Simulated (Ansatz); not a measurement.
**C₆H₅F₃Ge: one species, many methods**

The task here is to estimate one member of a computed series from the others.

Computed with Ansatz 0.2.0, Gaussian basis. Level: functionals in def2-TZVPP, the program's frozen cores in correlated methods.

The runs, in order: LDA (SPW92), PBE-D4, revPBE-D4, BLYP-D4, r2SCAN-D4, B97M-V, PBE0-D4, B3LYP-D4, r2SCANh-D4, r2SCAN0-D4, HSE06-D4, BHLYP-D4, CAM-B3LYP-D4, LC-ωPBE, ωB97X-V, ωB97M-V, B2PLYP, PBE-QIDH; CCSD(T)/def2-SVP; CCSD(T)/def2-TZVPP; MP2/def2-QZVPP; extrapolation to the limit; RPA on PBE.

## The relaxed structure

An earlier PBE0-D4 in a triple-zeta def2 set relaxation fixed the geometry.

SMILES `[F][Ge]([F])([F])[c]1ccccc1`, 15 atoms, charge 0, spin multiplicity 1.

Atoms are counted from 1 here; the program's logs count them from 0.

Bond lengths: F1–Ge2 1.714 Å, Ge2–F3 1.714 Å, Ge2–F4 1.714 Å, Ge2–C5 1.905 Å, C5–C6 1.392 Å, C5–C10 1.392 Å, C6–C7 1.386 Å, C6–H11 1.084 Å, C7–C8 1.387 Å, C7–H12 1.084 Å, C8–C9 1.387 Å, C8–H13 1.084 Å, C9–C10 1.386 Å, C9–H14 1.084 Å, C10–H15 1.084 Å. Angles: F1–Ge2–F3 104.5°, F1–Ge2–F4 107.0°, F1–Ge2–C5 112.5°, F3–Ge2–F4 104.5°, F3–Ge2–C5 115.2°, F4–Ge2–C5 112.4°, Ge2–C5–C6 119.8°, Ge2–C5–C10 119.9°, C6–C5–C10 120.3°, C5–C6–C7 119.7°, C5–C6–H11 120.5°, C7–C6–H11 119.9°, C6–C7–C8 120.0°, C6–C7–H12 119.8°, C8–C7–H12 120.2°, C7–C8–C9 120.3°, C7–C8–H13 119.8°, C9–C8–H13 119.8° and more.

As a file:

```
F    -0.9968   -3.1349   -1.1460
Ge    0.4190   -2.1751   -1.0347
F     1.5454   -3.1686   -0.2095
F     1.0540   -2.0306   -2.6202
C     0.0894   -0.4809   -0.2274
C     0.8575    0.6217   -0.5926
C     0.6208    1.8505    0.0028
C    -0.3785    1.9782    0.9565
C    -1.1473    0.8812    1.3172
C    -0.9168   -0.3508    0.7264
H     1.6332    0.5267   -1.3442
H     1.2160    2.7103   -0.2808
H    -0.5619    2.9408    1.4198
H    -1.9307    0.9853    2.0585
H    -1.5251   -1.2045    1.0036
```

The first run:

Contents of in.yaml:

```yaml
crystal:
  periodic: [false, false, false]
  atoms:
    - {symbol: F, position_ang: [-0.996814, -3.134915, -1.145986]}
    - {symbol: Ge, position_ang: [0.418978, -2.175084, -1.034671]}
    - {symbol: F, position_ang: [1.545387, -3.168590, -0.209468]}
    - {symbol: F, position_ang: [1.054034, -2.030644, -2.620245]}
    - {symbol: C, position_ang: [0.089446, -0.480851, -0.227393]}
    - {symbol: C, position_ang: [0.857510, 0.621733, -0.592554]}
    - {symbol: C, position_ang: [0.620768, 1.850466, 0.002781]}
    - {symbol: C, position_ang: [-0.378510, 1.978208, 0.956496]}
    - {symbol: C, position_ang: [-1.147315, 0.881209, 1.317171]}
    - {symbol: C, position_ang: [-0.916782, -0.350802, 0.726353]}
    - {symbol: H, position_ang: [1.633163, 0.526710, -1.344180]}
    - {symbol: H, position_ang: [1.216031, 2.710320, -0.280825]}
    - {symbol: H, position_ang: [-0.561852, 2.940845, 1.419759]}
    - {symbol: H, position_ang: [-1.930743, 0.985264, 2.058479]}
    - {symbol: H, position_ang: [-1.525101, -1.204468, 1.003585]}
basis:
  gaussian: {orbitals: def2-TZVPP}
hamiltonian: {xc: lda}
output: {orbitals: {seedname: orbitals}}
```

Run with:

```console
> ansatz run in.yaml --threads 4 --pin off --events-out ev --progress --plain --max-ram 66560MiB --backend cuda --devices 0, --max-vram 37GiB
```

Steps of the session up to this table: LDA; PBE-D4 (GGA); revPBE-D4 (GGA); BLYP-D4 (GGA); r2SCAN-D4 (meta-GGA); B97M-V (meta-GGA); PBE0-D4 (hybrid); B3LYP-D4 (hybrid); r2SCANh-D4 (hybrid); r2SCAN0-D4 (hybrid); HSE06-D4 (hybrid); BHLYP-D4 (hybrid); CAM-B3LYP-D4 (range-separated); LC-ωPBE (range-separated); ωB97X-V (range-separated); ωB97M-V (range-separated); B2PLYP (double hybrid); PBE-QIDH (double hybrid).

One of the session's tables, all rows but one given; the rest of the session is left out.

It belongs to the step «Orbital energies across the functionals». 

```
  functional  HOMO (eV)  LUMO (eV)  gap (eV)
 LDA (SPW92)      -7.38      -2.59      4.80
      PBE-D4      -7.14      -2.31      4.83
   revPBE-D4      -7.06      -2.20      4.85
     BLYP-D4      -6.95      -2.15      4.80
   r2SCAN-D4      -7.33      -2.17      5.16
      B97M-V      -7.26      -2.09      5.18
     PBE0-D4      -8.15      -1.46      6.68
    B3LYP-D4      -7.92      -1.64      6.28
  r2SCANh-D4      -7.71      -1.86      5.85
  r2SCAN0-D4      -8.28      -1.40      6.89
    HSE06-D4      -7.75      -1.84      5.91
    BHLYP-D4          ?          ?         ?
CAM-B3LYP-D4      -9.36      -0.39      8.97
     LC-ωPBE     -10.66       0.62     11.29
     ωB97X-V     -10.30       0.62     10.92
     ωB97M-V     -10.23       0.55     10.78
```

**Question.** Estimate the row for BHLYP-D4.

Worked estimate for «HOMO (eV)». Against the share of exact exchange, BLYP-D4 (0, -6.95), B3LYP-D4 (0.2, -7.92) give a slope of -4.85 per unit share; at 0.5 the line stands at -9.37.

As computed: HOMO (eV): -8.94; LUMO (eV): -0.47; gap (eV): 8.46. In «HOMO (eV)» the line misses by -0.43.
